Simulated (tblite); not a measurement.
# Cl2H2Zn: the cost of one run

Computed with tblite 0.8.0 and PySCF 2.14.0; each step states its level. No surroundings beyond the atoms listed, unless a continuum is named. Atoms count from 0, parts from 1.

### 1 The system as given

5 atoms, charge 2, multiplicity 1; geometry: rigid parts in contact. Parts: 1 = atom 0, `[Zn+2]`, charge 2; 2 = atoms 1–2, `Cl`, charge 0; 3 = atoms 3–4, `Cl`, charge 0.

### 2 Docking the parts with GFN2-xTB

The job: settings as JSON, then the geometry in Å.

```
{"job": {"kind": "dock", "xc": "GFN2-xTB", "basis": "xTB"}, "charge": 2, "multiplicity": 1, "parts": [{"atoms": "0-0", "charge": 2, "multiplicity": 1}, {"atoms": "1-2", "charge": 0, "multiplicity": 1}, {"atoms": "3-4", "charge": 0, "multiplicity": 1}]}
Zn     0.032380     0.029626    -0.059073
Cl    -0.110665    -0.738138    -2.283550
H      0.523579    -0.342638    -3.468856
Cl     0.718389     0.677622    -5.323632
H     -0.497572     0.429556    -5.707486
```

Level: GFN2-xTB search for minima from random contacts, gas phase.

On the command line:

```console
$ OMP_NUM_THREADS=1 python cluster_run.py task.json out
```

This one command runs all jobs of the session in turn.

**Question.** How long does this first job take on 1 thread of Arm Neoverse V1, shared host?

About 3.5 s.
